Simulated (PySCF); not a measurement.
# C2H6O2Si: the cost of one run

The runs use PySCF 2.14.0, with density-fitted response routines of our own; the level of theory stands in each step. All values are computed, except where a source is named. Atoms are numbered from 0 throughout.

**1. Starting geometry**

11 atoms, charge 0, multiplicity 1; geometry from: GFN2-xTB. The atoms were then displaced at random by about 0.01 Å, so the start is not that level's minimum.

Bonds of the start (Å): C0–C1 1.48, C1–O2 1.21, C1–O3 1.35, O3–Si4 1.63, C0–H5 1.06, C0–H6 1.11, C0–H7 1.10, Si4–H8 1.48, Si4–H9 1.46, Si4–H10 1.44.

**2. Relaxing the molecule at PBE0-D3(BJ)/def2-SVP**

Job settings and geometry (Å):

```
{"job": {"xc": "PBE0", "basis": "def2-SVP", "d3": "d3bj", "grid": 1, "shake": 0.01, "kind": "geom"}, "charge": 0, "multiplicity": 1}
C     -1.888290     0.152250     0.499150
C     -0.567280     0.250270    -0.170900
O     -0.371240     0.728550    -1.259930
O      0.438540    -0.266190     0.571390
Si     1.991770    -0.322850     0.075820
H     -2.153510    -0.858760     0.695170
H     -2.655340     0.616490    -0.147240
H     -1.855250     0.710800     1.440580
H      2.535340    -0.968760     1.286060
H      2.474340     1.043300    -0.096530
H      2.089030    -1.110940    -1.124280
```

The run is started by

```sh
$ OMP_NUM_THREADS=1 python probes_run.py task.json out
```

The driver reads the jobs from task.json and runs them one after another.

Q: Estimate the wall time and peak memory of this first job on 1 thread of Intel Xeon Platinum 8259CL at 2.50GHz, shared host.

About 25 s, with a peak of 0.43 GiB.
